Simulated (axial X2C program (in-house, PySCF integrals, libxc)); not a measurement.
**KP: bond curves with and without spin–orbit coupling**

Aim: find the lowest determinant of KP, scan the bond at several levels and fit the constants, once spin-free and once with spin–orbit coupling.

Program: an in-house X2C program for linear molecules on PySCF integrals. Level of theory: all-electron X2C, K dyall-cv3z, P dyall-v3z. These are calculated values, not measurements.

### Step 1. Set-up

Contents of task.json:

```json
{"zs": [19, 15], "q": 0, "bas": ["dyall-cv3z", "dyall-v3z"], "levels": ["PBE0", "HF", "B97-3"], "cc": true, "r0": 2.95, "thr": -2.0, "nmax": 90, "npts": 10, "nst": 2, "ntry": 6}
```

Keys: zs atomic numbers; q charge; bas basis sets; levels methods (HF also brings MP2); cc coupled cluster on or off; r0 starting distance in Å; thr threshold in hartree for freezing inner shells (an s shell follows its p shell); nmax most natural virtual spinors; npts points asked for on the curve; nst determinants followed; ntry starts of the search.

Command:

```bash
python so2c.py task.json out
```

Spin-free means the one-electron spin-free X2C Hamiltonian; two-component (2c) means X2C with spin–orbit coupling and atomic mean-field two-electron Coulomb and Gaunt terms. Basis: K dyall-cv3z contracted to [11s12p6d3f], P dyall-v3z contracted to [8s7p2d1f]; Gaussian nuclei, density fitting. Masses: K 38.964 u, P 30.974 u.

Notation: σ, π±, δ± give the projection m of an orbital's angular momentum (0, ±1, ±2), α and β its spin, Λ and M_S the sums; ω is the projection of a spinor's total angular momentum and Ω the sum. Logs are in hartree.

The results follow Hamiltonian by Hamiltonian and level by level.

### Step 2. Which state to follow

Determinants are compared with PBE0 at 2.950 Å.

Spin-free determinants:

| ΔE (eV) | state | open shells |
| --- | --- | --- |
| 0.00 | M_S = 1, Λ = 0 | beyond closed shells: π+α, π-α |
| 0.46 | M_S = 1, Λ = 1 | beyond closed shells: σα, π+α, π+β, π-α |
| 0.73 | M_S = 0, Λ = 1 | beyond closed shells: σβ, π+α, π+β, π-α |
| 0.97 | M_S = 0, Λ = 0 | beyond closed shells: π+β, π-α |
| 0.97 | M_S = 0, Λ = 2 | beyond closed shells: π+α, π+β |
| 1.72 | M_S = 2, Λ = 0 | beyond closed shells: 2 × σα, π+α, π-α |
| 2.07 | M_S = 0, Λ = 0 | closed shell |

Two-component determinants:

```tsv
ΔE (eV)	state	open shells
0.00	Ω = 1	excess of +ω over −ω: ω = -1/2, ω = 3/2
0.44	Ω = 2	excess of +ω over −ω: ω = 1/2, ω = 3/2
0.75	Ω = 1	excess of +ω over −ω: 2 × ω = 1/2
0.94	Ω = 0	closed shell
0.97	Ω = 0	closed shell
2.42	Ω = 0	excess of +ω over −ω: 3 × ω = 1/2, ω = -3/2
2.99	Ω = 3	excess of +ω over −ω: 2 × ω = 3/2
```

### Step 3. PBE0, spin-free

State followed: M_S = 1, Λ = 0 (beyond closed shells: π+α, π-α). The scan is laid around 3.022 Å, a first estimate of the minimum, and this SCF restarts from the orbitals of the search.

Output at 3.022 Å:

```text
spin-free X2C-1e  PBE0
basis functions 144  fitting functions 658  grid points 5087
iter        total energy     max residual
   1       -944.011192270     5.16e-01
   2       -944.085509606     2.17e-03
   3       -944.085571039     1.15e-03
   4       -944.085592830     2.80e-04
   5       -944.085594349     9.29e-05
   6       -944.085594666     5.08e-05
   7       -944.085594806     2.35e-05
   8       -944.085594835     1.54e-05
   9       -944.085594837     4.31e-06
converged
one-electron -1401.32069638  Coulomb 464.04338005  exact exchange -13.90657744  xc functional -42.80755981  nuclear repulsion 49.90585874
```

Along the bond, energies from the lowest point:

| R (Å) | E (eV) | μ (D) | HOMO (eV) | LUMO (eV) | iterations |
| --- | --- | --- | --- | --- | --- |
| 2.629 | 0.3303 | -8.18 | -3.84 | -1.42 | 10 |
| 2.750 | 0.1364 | -8.56 | -3.84 | -1.32 | 9 |
| 2.841 | 0.0536 | -8.83 | -3.83 | -1.33 | 9 |
| 2.931 | 0.0113 | -9.08 | -3.81 | -1.38 | 9 |
| 3.022 | 0.0000 | -9.32 | -3.78 | -1.43 | 9 |
| 3.128 | 0.0162 | -9.57 | -3.75 | -1.49 | 9 |
| 3.233 | 0.0556 | -9.80 | -3.71 | -1.55 | 9 |
| 3.369 | 0.1291 | -10.04 | -3.65 | -1.62 | 10 |
| 3.536 | 0.2393 | -10.23 | -3.58 | -1.70 | 10 |
| 3.777 | 0.4131 | -10.22 | -3.50 | -1.80 | 10 |

Dipoles are positive if P is the positive end.

Outer orbitals at the reference distance:

```
symmetry  occupied  ε (eV)          atomic character
     π+β       yes  -20.91                  100% K p
     π-β       yes  -20.91                  100% K p
     π-α       yes  -20.91                  100% K p
     π+α       yes  -20.91                  100% K p
      σα       yes  -20.79                   99% K p
      σβ       yes  -20.79                   99% K p
      σα       yes  -13.89   86% P s, 6% K p, 5% K d
      σβ       yes  -11.52   85% P s, 6% K p, 5% K d
     π+α       yes   -5.15   93% P p, 4% K d, 3% K p
     π-α       yes   -5.15   93% P p, 4% K d, 3% K p
      σα       yes   -4.45   84% P p, 9% K s, 3% K p
      σβ       yes   -3.78  79% P p, 15% K s, 2% K d
      σβ        no   -1.43  66% K s, 25% K p, 8% P p
      σα        no   -1.37  75% K s, 19% K p, 4% P p
     π-β        no   -1.14  75% P p, 18% K p, 7% K d
     π+β        no   -1.14  75% P p, 18% K p, 7% K d
```

PBE0 fields in the half plane through the axis: z from -2.4 to 5.4 Å across, distance from the axis 0.15 to 2.25 Å upwards; K lies at z = 0 and P at z = 3.022 Å; the ELF is damped to zero where the density is low.

log10 density (e/bohr³). Ten even steps from '0' (-4.48 ) to '9' (1.35 ):
```
000001111111222222222221110
000111122222222333333222111
001122233322333334433332221
011223344433334444444433221
112234455544444455555443322
112344566654444555555544332
122345677765445566766554332
122345679765545567986554432
```

ELF. Ten even steps from '0' (0.00 ) to '9' (0.95 ):
```
000000000000122222222110000
000000000000134444444432100
000000000000146666666654310
000000123100157777788876531
000013577630048888889988752
000026899972048997579999863
000148984895049960206999874
000258918196149927681999975
```

Re = 3.016 Å, ωe = 214.4 cm⁻¹, ωexe = 0.944 cm⁻¹, Be = 0.1074 cm⁻¹, De = 1.34 eV, μ = -9.30 D.

### Step 4. HF, spin-free

Output at 3.022 Å:

```text
spin-free X2C-1e  HF
basis functions 144  fitting functions 658  grid points 5087
iter        total energy     max residual
   1       -942.997767351     1.72e-01
   2       -943.010848111     6.04e-03
   3       -943.011420026     4.41e-03
   4       -943.011503682     1.33e-03
   5       -943.011520464     3.22e-04
   6       -943.011528341     5.55e-04
   7       -943.011532794     3.54e-04
   8       -943.011534474     8.78e-05
   9       -943.011534889     5.22e-05
  10       -943.011534955     3.00e-05
  11       -943.011534964     5.94e-06
  12       -943.011534965     2.22e-06
converged
one-electron -1401.08940046  Coulomb 463.85356334  exact exchange -55.68155659  xc functional 0.00000000  nuclear repulsion 49.90585874
```

No constants are quoted: the solution changes its character somewhere along the scan, so the fit is set aside.

### Step 5. B97-3, spin-free

Output at 3.022 Å:

```text
spin-free X2C-1e  B97-3
basis functions 144  fitting functions 658  grid points 5087
iter        total energy     max residual
   1       -944.269890002     1.55e-02
   2       -944.270702614     1.25e-03
   3       -944.270757293     1.14e-03
   4       -944.270766910     3.02e-04
   5       -944.270769082     7.84e-05
   6       -944.270769188     3.09e-05
   7       -944.270769208     1.08e-05
   8       -944.270769209     5.20e-06
converged
one-electron -1401.38326145  Coulomb 464.11243051  exact exchange -14.98142063  xc functional -41.92437638  nuclear repulsion 49.90585874
```

Re = 3.036 Å, ωe = 214.2 cm⁻¹, ωexe = 0.869 cm⁻¹, Be = 0.106 cm⁻¹, De = 1.49 eV, μ = -9.87 D.

### Step 6. MP2 and beyond, spin-free

Correlated methods: 14 electrons correlated (frozen shells, counted by type: K 2 s, 1 p; P 2 s, 1 p), 208 virtual spinors in MP2, 90 natural virtuals in coupled cluster.

Output of the correlated part at 3.022 Å:

```text
correlated 14  virtual 208  natural virtual 90  E(MP2) -0.343361273  MP2 remainder -0.015236957
iter   CCSD correlation   residual
   1     -0.359079078   1.06e-01
   2     -0.367686876   3.38e-02
   3     -0.368028043   8.99e-03
   4     -0.368043410   3.59e-03
   5     -0.368040975   1.36e-03
   6     -0.368038978   5.93e-04
   7     -0.368040071   2.42e-04
   8     -0.368040013   7.77e-05
   9     -0.368039674   2.83e-05
  10     -0.368039714   1.32e-05
  11     -0.368039692   5.96e-06
  12     -0.368039698   2.01e-06
(T) -0.012145222  T1 0.0125  D1 0.0355  max T2 0.068
```

T1 in the output is the amplitude norm over the root of the electron number; divide by √2 for the Lee–Taylor value.

MP2: No constants are quoted: the reference changes its character somewhere along the scan, so the fit is set aside.

CCSD: No constants are quoted: the reference changes its character somewhere along the scan, so the fit is set aside.

CCSD(T): No constants are quoted: the reference changes its character somewhere along the scan, so the fit is set aside.

### Step 7. A higher determinant, spin-free

State: M_S = 1, Λ = 1 (beyond closed shells: σα, π+α, π+β, π-α).

Output at the reference distance:

```text
spin-free X2C-1e  PBE0
basis functions 144  fitting functions 658  grid points 5087
iter        total energy     max residual
   1       -943.996556709     5.10e-01
   2       -944.067388691     2.61e-03
   3       -944.067434211     9.80e-04
   4       -944.067452041     2.11e-04
   5       -944.067452685     7.39e-05
   6       -944.067452780     2.44e-05
   7       -944.067452791     1.05e-05
   8       -944.067452792     3.31e-06
converged
one-electron -1400.96807682  Coulomb 463.69211506  exact exchange -13.90336137  xc functional -42.79398840  nuclear repulsion 49.90585874
```

| R (Å) | E above the lowest PBE0 point (eV) |
| --- | --- |
| 2.629 | 0.522 |
| 2.750 | 0.450 |
| 2.841 | 0.439 |
| 2.931 | 0.456 |
| 3.022 | 0.494 |
| 3.128 | 0.556 |
| 3.233 | 0.633 |
| 3.369 | 0.746 |
| 3.536 | 0.894 |

Re = 2.826 Å, ωe = 234.4 cm⁻¹, ωexe = 0.916 cm⁻¹, Be = 0.1223 cm⁻¹, μ = -9.81 D. Te = 0.44 eV.

### Step 8. The spin-free curves together

Energy (eV) of the followed determinant, spin-free, from each level's lowest point:

| R (Å) | PBE0 | HF (jumps) | MP2 (its reference jumps) | CCSD (its reference jumps) | CCSD(T) (its reference jumps) | B97-3 |
| --- | --- | --- | --- | --- | --- | --- |
| 2.629 | 0.330 | 0.506 | 0.349 | n/a | n/a | 0.367 |
| 2.750 | 0.136 | 0.244 | 0.145 | 0.160 | 0.155 | 0.159 |
| 2.841 | 0.054 | 0.121 | 0.058 | 0.067 | 0.064 | 0.067 |
| 2.931 | 0.011 | 0.046 | 0.013 | 0.017 | 0.015 | 0.017 |
| 3.022 | 0.000 | 0.008 | 0.000 | 0.000 | 0.000 | 0.000 |
| 3.128 | 0.016 | 0.000 | 0.016 | 0.013 | 0.013 | 0.011 |
| 3.233 | 0.056 | 0.021 | 0.056 | 0.050 | 0.052 | 0.047 |
| 3.369 | 0.129 | 0.076 | 0.129 | 0.124 | 0.125 | 0.118 |
| 3.536 | 0.239 | 0.166 | 0.247 | n/a | n/a | 0.230 |
| 3.777 | 0.413 | 0.220 | 0.593 | n/a | n/a | 0.415 |

### Step 9. PBE0, 2c

State followed: Ω = 1 (excess of +ω over −ω: ω = -1/2, ω = 3/2). The scan is laid around 3.022 Å, a first estimate of the minimum, and this SCF restarts from the orbitals of the search.

The SCF at the reference distance of 3.022 Å:

```text
two-component X2C + atomic mean field  PBE0
basis functions 144  fitting functions 658  grid points 5087
iter        total energy     max residual
   1       -943.851538656     4.28e-01
   2       -943.925887252     2.17e-03
   3       -943.925948602     1.14e-03
   4       -943.925969450     2.87e-04
   5       -943.925971028     9.01e-05
   6       -943.925971335     5.02e-05
   7       -943.925971473     2.38e-05
   8       -943.925971502     1.40e-05
   9       -943.925971504     3.92e-06
converged
one-electron -1400.90144627  Coulomb 463.93141886  exact exchange -13.90326851  xc functional -42.79725587  nuclear repulsion 49.90585874  atomic mean-field constant -0.16127846
```

Along the bond, energies from the lowest point:

```
R (Å)  E (eV)   μ (D)  HOMO (eV)  LUMO (eV)  iterations
2.629  0.3306   -8.17      -3.84      -1.43          10
2.750  0.1366   -8.56      -3.84      -1.33           9
2.841  0.0538   -8.82      -3.83      -1.33           9
2.931  0.0113   -9.08      -3.81      -1.38           9
3.022  0.0000   -9.31      -3.78      -1.43           9
3.128  0.0162   -9.57      -3.75      -1.49           9
3.233  0.0555   -9.80      -3.71      -1.55           9
3.369  0.1289  -10.04      -3.65      -1.62          10
3.536  0.2391  -10.23      -3.58      -1.70          10
3.777  0.4129  -10.21      -3.50      -1.80          10
```

Dipoles are positive if P is the positive end.

Outer spinors at the reference distance:

```csv
ω,occupied,ε (eV),atomic character,λ mixture
1/2,yes,-21.04,100% K p,"82% π, 18% σ"
-1/2,yes,-21.04,100% K p,"82% π, 18% σ"
-3/2,yes,-20.81,100% K p,100% π
3/2,yes,-20.81,100% K p,100% π
1/2,yes,-20.73,99% K p,"82% σ, 18% π"
-1/2,yes,-20.73,99% K p,"82% σ, 18% π"
1/2,yes,-13.89,"86% P s, 6% K p, 5% K d",100% σ
-1/2,yes,-11.53,"85% P s, 6% K p, 5% K d",100% σ
-1/2,yes,-5.17,"93% P p, 4% K d, 3% K p",100% π
3/2,yes,-5.13,"93% P p, 4% K d, 3% K p",100% π
1/2,yes,-4.46,"84% P p, 9% K s, 3% K p",100% σ
-1/2,yes,-3.78,"79% P p, 15% K s, 2% K d",100% σ
-1/2,no,-1.43,"66% K s, 25% K p, 8% P p",100% σ
1/2,no,-1.37,"75% K s, 19% K p, 4% P p",100% σ
1/2,no,-1.15,"75% P p, 18% K p, 7% K d",100% π
-3/2,no,-1.13,"75% P p, 18% K p, 7% K d",100% π
```

PBE0 fields in the half plane through the axis: z from -2.4 to 5.4 Å across, distance from the axis 0.15 to 2.25 Å upwards; K lies at z = 0 and P at z = 3.022 Å; the ELF is damped to zero where the density is low.

log10 density (e/bohr³). Ten even steps from '0' (-4.48 ) to '9' (1.35 ):
```
000001111111222222222221110
000111122222222333333222111
001122233322333334433332221
011223344433334444444433221
112234455544444455555443322
112344566654444555555544332
122345677765445566766554332
122345679765545567986554432
```

ELF. Ten even steps from '0' (0.00 ) to '9' (0.95 ):
```
000000000000122222222110000
000000000000134444444432100
000000000000146666666654310
000000123100157777788876531
000013577630048888889988752
000026899972048997579999863
000148984895049960206999874
000258918196149927681999975
```

Re = 3.016 Å, ωe = 214.4 cm⁻¹, ωexe = 0.945 cm⁻¹, Be = 0.1074 cm⁻¹, De = 1.34 eV, μ = -9.30 D.

### Step 10. HF, 2c

Output at 3.022 Å:

```text
two-component X2C + atomic mean field  HF
basis functions 144  fitting functions 658  grid points 5087
iter        total energy     max residual
   1       -942.838521158     1.72e-01
   2       -942.851599931     6.04e-03
   3       -942.852172562     4.42e-03
   4       -942.852256685     1.33e-03
   5       -942.852273911     3.23e-04
   6       -942.852282316     5.80e-04
   7       -942.852287301     3.82e-04
   8       -942.852289378     1.06e-04
   9       -942.852290043     9.20e-05
  10       -942.852290280     8.13e-05
  11       -942.852290466     6.75e-05
  12       -942.852290676     5.50e-05
  13       -942.852290878     6.23e-05
  14       -942.852290993     3.95e-05
  15       -942.852291024     1.05e-05
  16       -942.852291029     4.22e-06
  17       -942.852291030     2.03e-06
converged
one-electron -1400.67011959  Coulomb 463.74157479  exact exchange -55.66832651  xc functional 0.00000000  nuclear repulsion 49.90585874  atomic mean-field constant -0.16127846
```

No constants are quoted: the solution changes its character somewhere along the scan, so the fit is set aside.

### Step 11. B97-3, 2c

The SCF at the reference distance of 3.022 Å:

```text
two-component X2C + atomic mean field  B97-3
basis functions 144  fitting functions 658  grid points 5087
iter        total energy     max residual
   1       -944.110306710     1.56e-02
   2       -944.111119663     1.25e-03
   3       -944.111174881     1.14e-03
   4       -944.111184820     3.08e-04
   5       -944.111187193     8.61e-05
   6       -944.111187443     6.66e-05
   7       -944.111187578     3.87e-05
   8       -944.111187636     1.94e-05
   9       -944.111187659     1.09e-05
  10       -944.111187662     4.01e-06
converged
one-electron -1400.96383716  Coulomb 464.00027155  exact exchange -14.97784944  xc functional -41.91435289  nuclear repulsion 49.90585874  atomic mean-field constant -0.16127846
```

Re = 3.036 Å, ωe = 214.2 cm⁻¹, ωexe = 0.869 cm⁻¹, Be = 0.106 cm⁻¹, De = 1.49 eV, μ = -9.86 D.

### Step 12. MP2 and beyond, 2c

Correlated methods: 14 electrons correlated (frozen shells, counted by type: K 2 s, 1 p; P 2 s, 1 p), 208 virtual spinors in MP2, 90 natural virtuals in coupled cluster.

Output of the correlated part at 3.022 Å:

```text
correlated 14  virtual 208  natural virtual 90  E(MP2) -0.343422303  MP2 remainder -0.015230523
iter   CCSD correlation   residual
   1     -0.359147765   1.06e-01
   2     -0.367761691   3.38e-02
   3     -0.368103680   9.02e-03
   4     -0.368119290   3.62e-03
   5     -0.368116995   1.40e-03
   6     -0.368115055   6.27e-04
   7     -0.368116263   2.83e-04
   8     -0.368116150   1.35e-04
   9     -0.368115484   9.24e-05
  10     -0.368115739   6.72e-05
  11     -0.368115884   4.16e-05
  12     -0.368116064   2.27e-05
  13     -0.368116079   1.31e-05
(T) -0.012154383  T1 0.0126  D1 0.0355  max T2 0.068
```

MP2: No constants are quoted: the reference changes its character somewhere along the scan, so the fit is set aside.

CCSD: No constants are quoted: the reference changes its character somewhere along the scan, so the fit is set aside.

CCSD(T): No constants are quoted: the reference changes its character somewhere along the scan, so the fit is set aside.

### Step 13. A higher determinant, 2c

State: Ω = 2 (excess of +ω over −ω: ω = 1/2, ω = 3/2).

Output at the reference distance:

```text
two-component X2C + atomic mean field  PBE0
basis functions 144  fitting functions 658  grid points 5087
iter        total energy     max residual
   1       -943.837368407     4.23e-01
   2       -943.908226689     2.61e-03
   3       -943.908272201     9.73e-04
   4       -943.908289541     2.12e-04
   5       -943.908290196     7.17e-05
   6       -943.908290287     2.55e-05
   7       -943.908290300     1.05e-05
   8       -943.908290302     3.65e-06
converged
one-electron -1400.55343787  Coulomb 463.58445491  exact exchange -13.90008044  xc functional -42.78380718  nuclear repulsion 49.90585874  atomic mean-field constant -0.16127846
```

```csv
R (Å),E above the lowest PBE0 point (eV)
2.629,0.510
2.750,0.437
2.841,0.427
2.931,0.443
3.022,0.481
3.128,0.544
3.233,0.621
3.369,0.733
3.536,0.879
```

No constants are quoted: the solution changes its character somewhere along the scan, so the fit is set aside.

### Step 14. The 2c curves together

Energy (eV) of the followed determinant, 2c, from each level's lowest point:

```
R (Å)   PBE0  HF (jumps)  MP2 (its reference jumps)  CCSD (its reference jumps)  CCSD(T) (its reference jumps)  B97-3
2.629  0.331       0.506                      0.351                         n/a                            n/a  0.367
2.750  0.137       0.244                      0.146                       0.161                          0.156  0.159
2.841  0.054       0.121                      0.058                       0.067                          0.064  0.067
2.931  0.011       0.046                      0.013                       0.017                          0.016  0.017
3.022  0.000       0.008                      0.000                       0.000                          0.000  0.000
3.128  0.016       0.000                      0.016                       0.013                          0.013  0.011
3.233  0.055       0.021                      0.055                       0.050                          0.051  0.047
3.369  0.129       0.076                      0.129                       0.123                          0.125  0.118
3.536  0.239       0.166                      0.247                         n/a                            n/a  0.230
3.777  0.413       0.220                      0.593                         n/a                            n/a  0.415
```

The whole job took 2 min on 1 thread of Arm Neoverse V1, shared host; peak memory 0.84 GiB.

### Step 15. What came out

Lowest determinant that the search found at its distance, spin-free: M_S = 1, Λ = 0 (beyond closed shells: π+α, π-α).

Lowest determinant that the search found at its distance, 2c: Ω = 1 (excess of +ω over −ω: ω = -1/2, ω = 3/2).

| Hamiltonian | level | Re (Å) | ωe (cm⁻¹) | De (eV) | μ (D) |
| --- | --- | --- | --- | --- | --- |
| spin-free | PBE0 | 3.016 | 214.4 | 1.34 | -9.30 |
| spin-free | B97-3 | 3.036 | 214.2 | 1.49 | -9.87 |
| 2c | PBE0 | 3.016 | 214.4 | 1.34 | -9.30 |
| 2c | B97-3 | 3.036 | 214.2 | 1.49 | -9.86 |

Dipoles are positive if P is the positive end. No constants: spin-free HF (the solution changes its character somewhere along the scan, so the fit is set aside); spin-free MP2 (the reference changes its character somewhere along the scan, so the fit is set aside); spin-free CCSD (the reference changes its character somewhere along the scan, so the fit is set aside); spin-free CCSD(T) (the reference changes its character somewhere along the scan, so the fit is set aside); 2c HF (the solution changes its character somewhere along the scan, so the fit is set aside); 2c MP2 (the reference changes its character somewhere along the scan, so the fit is set aside); 2c CCSD (the reference changes its character somewhere along the scan, so the fit is set aside); 2c CCSD(T) (the reference changes its character somewhere along the scan, so the fit is set aside).

Time per point (s) on 1 thread of Arm Neoverse V1, shared host (2c runs); the times are rough: PBE0 0.38, B97-3 0.39.

In words: At PBE0, going from spin-free to two-component changes Re by 0 mÅ, ωe by 0.0 %; the spin-free picture holds up (part of it comes from the scalar share of the two-electron terms). De moves by 0.00 eV; both De rest on single-determinant atoms, which can miss part of an open shell's spin–orbit lowering.

De refers to K + P, each in the lowest determinant found, which need not be this curve's own limit. The state is a single determinant with fixed occupations, the lowest that a limited PBE0 search found. Dissociation energies refer to the lowest single-determinant-based atoms at the same level and basis. Density functionals use the spin component along the axis (collinear). With several unpaired electrons one determinant need not be a pure state.
